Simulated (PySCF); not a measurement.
**Ways to converge the SCF of InB (triplet)**

Do solver options change the result for InB (triplet), or only the number of cycles?

Method: method and basis as typed in the scripts; program: PySCF 2.14.0.

8 further runs of the same task are left out: 8 that didn't finish.

**1. Starting geometry**

InB (triplet): 2 atoms, charge 0, spin multiplicity 3.

Bond lengths: In1–B2 2.536 Å.

**2. The base run**

input.py

```python
from pyscf import gto, dft

mol = gto.M(
    atom='In 0 0 0; B 0 0 2.536',
    basis='sbkjc',
    ecp={'In': 'sbkjc', 'B': 'sbkjc'},
    charge=0,
    spin=2,
    verbose=4,
)
mf = dft.UKS(mol, xc='tpssh')
mf.kernel()
mf.dip_moment()
print('orbital energies (hartree):', [e[max(0, n-3):n+3].round(4) for e, n in zip(mf.mo_energy, mol.nelec)])
```

Started as:

```console
$ OMP_NUM_THREADS=1 python input.py
```

Its log is not repeated here.

In short: E(SCF) = -191.700269 Eh, ⟨S²⟩ = 2.058, μ = 3.07 D.

The bond length is a typed value, not an optimised one. The triplet is typed in the script; nothing here shows that it is the ground state.

**3. Smearing width 0.05 hartree**

Variant 1 changes smearing width: none → 0.05 hartree.

input.py

```python
from pyscf import gto, dft, scf

mol = gto.M(
    atom='In 0 0 0; B 0 0 2.536',
    basis='sbkjc',
    ecp={'In': 'sbkjc', 'B': 'sbkjc'},
    charge=0,
    spin=2,
    verbose=4,
)
mf = dft.UKS(mol, xc='tpssh')
mf = scf.addons.smearing_(mf, sigma=0.05, method='fermi')
mf.kernel()
mf.dip_moment()
print('orbital energies (hartree):', [e[max(0, n-3):n+3].round(4) for e, n in zip(mf.mo_energy, mol.nelec)])
```

Started as:

```console
$ OMP_NUM_THREADS=1 python input.py
```

**4. Point-group symmetry on**

Variant 2 changes point-group symmetry: off → on.

input.py, as its differences from that of step 2:

```diff
@@ -8,2 +8,3 @@
     spin=2,
+    symmetry=True,
     verbose=4,
```

What does the calculation give? Wanted: for each run, E(SCF); from base; gap, α spin; SCF dipole.

The runs gave:

```
                        run  E(SCF) (hartree)  from base (eV)  cycles  gap, α spin (eV)  SCF dipole (D)
                       base       -191.700269               0      18              0.86            3.07
smearing width 0.05 hartree       -191.591693  not comparable      16               n/a            2.03
    point-group symmetry on       -191.700269          0.0000      16              0.86            3.07
```

Distance from each run's final energy (log10 hartree) by cycle:

```
                        run  cycle 1  cycle 2  cycle 3  cycle 5  cycle 8  cycle 12
                       base      1.5      1.2      0.4      0.4     -2.1      -4.6
smearing width 0.05 hartree      1.5      1.2      0.3      0.3     -2.1      -6.0
    point-group symmetry on      1.5      1.2      0.4      0.4     -2.0      -4.6
```

What this shows: No change of the SCF energy comes from point-group symmetry on.
